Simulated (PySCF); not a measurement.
# C₅H₆BrN: magnetic properties

Aim: compute the magnetic properties of C₅H₆BrN (`C/C(Br)=C(\C)C#N`).

Programs: PySCF 2.14.0, with routines of our own; each step states its level. All values are computed. Atoms count from 0.

## (1) The system as given

13 atoms, charge 0, multiplicity 1; geometry from: GFN2-xTB.

## (2) Magnetic properties: GIAO CAM-B3LYP/pcSseg-1

The job: settings as JSON, then the geometry in Å.

```
{"job": {"kind": "mag", "xc": "CAM-B3LYP", "basis": "pcSseg-1", "isotopologues": 2}, "charge": 0, "multiplicity": 1}
C     -1.773608    -0.234925    -0.266383
C     -0.622523     0.694828    -0.119787
Br    -1.095578     2.544156    -0.266795
C      0.654632     0.348222     0.091439
C      1.126250    -1.076966     0.213825
C      1.668354     1.324657     0.209653
N      2.521961     2.083805     0.308957
H     -2.546186     0.013120     0.461875
H     -2.215069    -0.125099    -1.257750
H     -1.469209    -1.268363    -0.126672
H      0.643689    -1.572170     1.055763
H      0.900986    -1.634267    -0.694431
H      2.201913    -1.096513     0.372577
```

With the program's defaults for keys left out, this is: GIAO CAM-B3LYP/pcSseg-1 magnetisability, rotational g tensor and spin-rotation constants, non-relativistic, gas phase.

Launch:

```sh
> OMP_NUM_THREADS=1 python excited_run.py task.json out
```

The driver reads the jobs from task.json and runs them one after another.

Standard output:

```text
coarse grid: 53184 points
cycle   1  E = -2822.6186165717  dE = -1.329e-01  |g| = 8.798e-01  |ddm| = 3.592e+00
cycle   2  E = -2822.4939816524  dE =  1.246e-01  |g| = 1.023e+00  |ddm| = 1.518e+00
cycle   3  E = -2822.6894974751  dE = -1.955e-01  |g| = 3.241e-01  |ddm| = 1.146e+00
cycle   4  E = -2822.7098037466  dE = -2.031e-02  |g| = 6.231e-02  |ddm| = 2.414e-01
cycle   5  E = -2822.7103137432  dE = -5.100e-04  |g| = 2.368e-02  |ddm| = 6.386e-02
cycle   6  E = -2822.7104412709  dE = -1.275e-04  |g| = 6.350e-03  |ddm| = 2.290e-02
cycle   7  E = -2822.7104501581  dE = -8.887e-06  |g| = 1.431e-03  |ddm| = 8.213e-03
final grid: 112344 points
cycle   8  E = -2822.7104636814  dE =  1.848e-08  |g| = 1.745e-03  |ddm| = 3.777e-03
cycle   9  E = -2822.7104628121  dE =  8.694e-07  |g| = 2.693e-03  |ddm| = 3.644e-03
cycle  10  E = -2822.7104643375  dE = -1.525e-06  |g| = 3.445e-04  |ddm| = 2.271e-03
cycle  11  E = -2822.7104643596  dE = -2.205e-08  |g| = 6.074e-05  |ddm| = 2.778e-04
cycle  12  E = -2822.7104643606  dE = -1.046e-09  |g| = 4.056e-05  |ddm| = 9.476e-05
cycle  13  E = -2822.7104643611  dE = -4.889e-10  |g| = 5.945e-06  |ddm| = 5.985e-05
converged SCF energy = -2822.7104643611

Magnetisability tensor (1e-30 J/T^2)
    -1289.32      -26.00        8.54
      -26.00    -1379.14       -2.02
        8.54       -2.02    -1323.25
isotropic -1330.57   principal values   -1386.12  -1325.05  -1280.54
isotropic susceptibility -80.129 1e-6 cm^3/mol

Inertial axes            a          b          c
rot. const./GHz      2.4150     1.3894     0.8917
chi total           -78.268    -82.327    -79.791
chi diamagnetic    -607.036   -902.493  -1385.920
chi paramagnetic    528.768    820.165   1306.129
quadrupole/D A        4.766     -5.042      0.276
g nuclear            0.5748     0.5273     0.5397
g electronic        -0.5999    -0.5353    -0.5472
g total             -0.0251    -0.0080    -0.0075

Spin-rotation constants (kHz, H = +C I.J)
atom  isotope        aa         bb         cc
  2   79Br        3.301      2.765      2.269
  6    14N        0.536      0.082      0.201
  7     1H       -0.155     -0.137     -0.028
  8     1H       -0.187     -0.136     -0.016
  9     1H       -0.036     -0.083     -0.105
 10     1H       -0.261     -0.087     -0.022
 11     1H       -0.262     -0.086     -0.022
 12     1H       -0.026     -0.089     -0.106
  0    13C*       0.419      0.187      0.142
  1    13C*       0.994      0.694      0.181
  3    13C*       0.689      0.623      0.142
  4    13C*       0.334      0.203      0.134
  5    13C*       1.073     -0.006      0.424
* in the singly substituted isotopologue

Isotopologues: g along a, b, c
2H    at 7,8,9,10,11,12    -0.0231    -0.0071    -0.0071
13C   at 0                 -0.0246    -0.0080    -0.0075
```

Run time: 53 s. Hardware: 1 thread of Arm Neoverse V1, shared host; peak memory 0.93 GiB.

From this job:

| quantity | value |
| --- | --- |
| magnetisability | -1331·10⁻³⁰ J/T² |
| molar susceptibility | -80.1·10⁻⁶ cm³/mol |
| rotational g (a, b, c) | -0.0251, -0.0080, -0.0075 |

## (3) Magnetic properties: GIAO LC-wPBE/def2-SVP

Settings changed since step 2:

```diff
@@ -1,2 +1,2 @@
-{"job": {"kind": "mag", "xc": "CAM-B3LYP", "basis": "pcSseg-1", "isotopologues": 2}, "charge": 0, "multiplicity": 1}
+{"job": {"kind": "mag", "xc": "LC-wPBE", "basis": "def2-SVP", "scf": {"guess": "huckel"}}, "charge": 0, "multiplicity": 1}
 C     -1.773608    -0.234925    -0.266383
```

Method: GIAO LC-wPBE/def2-SVP magnetisability, rotational g tensor and spin-rotation constants, non-relativistic, gas phase.

Standard output:

```text
final grid: 112344 points
cycle   1  E = -2815.2141734930  dE =  3.122e+00  |g| = 4.500e+00  |ddm| = 6.780e+00
cycle   2  E = -2785.9355710394  dE =  2.928e+01  |g| = 8.395e+00  |ddm| = 2.293e+01
cycle   3  E = -2821.6948930759  dE = -3.576e+01  |g| = 1.129e+00  |ddm| = 2.227e+01
cycle   4  E = -2821.9255580573  dE = -2.307e-01  |g| = 5.162e-01  |ddm| = 2.054e+00
cycle   5  E = -2821.9861200850  dE = -6.056e-02  |g| = 1.428e-01  |ddm| = 5.607e-01
cycle   6  E = -2821.9908502051  dE = -4.730e-03  |g| = 6.193e-02  |ddm| = 1.928e-01
cycle   7  E = -2821.9916288281  dE = -7.786e-04  |g| = 1.652e-02  |ddm| = 6.010e-02
cycle   8  E = -2821.9916820624  dE = -5.323e-05  |g| = 7.785e-03  |ddm| = 2.141e-02
cycle   9  E = -2821.9917014717  dE = -1.941e-05  |g| = 3.804e-03  |ddm| = 1.011e-02
cycle  10  E = -2821.9917063419  dE = -4.870e-06  |g| = 9.486e-04  |ddm| = 6.973e-03
cycle  11  E = -2821.9917070056  dE = -6.637e-07  |g| = 2.612e-04  |ddm| = 3.114e-03
cycle  12  E = -2821.9917070790  dE = -7.343e-08  |g| = 7.248e-05  |ddm| = 8.792e-04
cycle  13  E = -2821.9917070837  dE = -4.686e-09  |g| = 2.369e-05  |ddm| = 2.312e-04
cycle  14  E = -2821.9917070841  dE = -4.243e-10  |g| = 8.733e-06  |ddm| = 7.562e-05
converged SCF energy = -2821.9917070841

Magnetisability tensor (1e-30 J/T^2)
    -1292.99      -27.52        9.62
      -27.52    -1369.00       -2.98
        9.62       -2.98    -1333.71
isotropic -1331.90   principal values   -1377.92  -1335.68  -1282.11
isotropic susceptibility -80.209 1e-6 cm^3/mol

Inertial axes            a          b          c
rot. const./GHz      2.4150     1.3894     0.8917
chi total           -78.041    -82.153    -80.433
chi diamagnetic    -604.625   -900.406  -1383.575
chi paramagnetic    526.583    818.254   1303.142
quadrupole/D A        4.546     -4.712      0.166
g nuclear            0.5748     0.5273     0.5397
g electronic        -0.5974    -0.5341    -0.5459
g total             -0.0226    -0.0067    -0.0063

Spin-rotation constants (kHz, H = +C I.J)
atom  isotope        aa         bb         cc
  2   79Br        2.934      2.470      2.016
  6    14N        0.484      0.070      0.181
  7     1H       -0.162     -0.139     -0.029
  8     1H       -0.194     -0.138     -0.018
  9     1H       -0.044     -0.086     -0.105
 10     1H       -0.266     -0.089     -0.024
 11     1H       -0.268     -0.088     -0.024
 12     1H       -0.032     -0.093     -0.106
  0    13C*       0.334      0.154      0.115
  1    13C*       0.891      0.627      0.145
  3    13C*       0.630      0.571      0.113
  4    13C*       0.270      0.165      0.107
  5    13C*       0.939     -0.008      0.370
* in the singly substituted isotopologue
```

Run time: 45 s. Hardware: 1 thread of Arm Neoverse V1, shared host; peak memory 0.76 GiB.

In short:

| quantity | value |
| --- | --- |
| magnetisability | -1332·10⁻³⁰ J/T² |
| molar susceptibility | -80.2·10⁻⁶ cm³/mol |
| rotational g (a, b, c) | -0.0226, -0.0067, -0.0063 |

## (4) The levels compared

| level | ξ (10⁻³⁰ J/T²) | g(a) | g(b) | gap (eV) | functions | time |
| --- | --- | --- | --- | --- | --- | --- |
| GIAO CAM-B3LYP/pcSseg-1 | -1331 | -0.0251 | -0.0080 | 8.31 | 173 | 53 s |
| GIAO LC-wPBE/def2-SVP | -1332 | -0.0226 | -0.0067 | 10.73 | 146 | 45 s |

## (5) Outcome

| quantity | value |
| --- | --- |
| magnetisability (step 2, GIAO CAM-B3LYP/pcSseg-1) | -1331·10⁻³⁰ J/T² |
| molar susceptibility (step 2, GIAO CAM-B3LYP/pcSseg-1) | -80.1·10⁻⁶ cm³/mol |
| rotational g (a, b, c) (step 2, GIAO CAM-B3LYP/pcSseg-1) | -0.0251, -0.0080, -0.0075 |
| magnetisability over the levels | -1332 to -1331·10⁻³⁰ J/T² |

Steps that list no spin-orbit terms leave them out, which matters at and beside the heavy atoms. The magnetisability spreads by 0.1 % over 2 levels of like cost. Two levels can agree by chance, so this spread shows no convergence. Vibrational averaging and real surroundings are missing from these values.
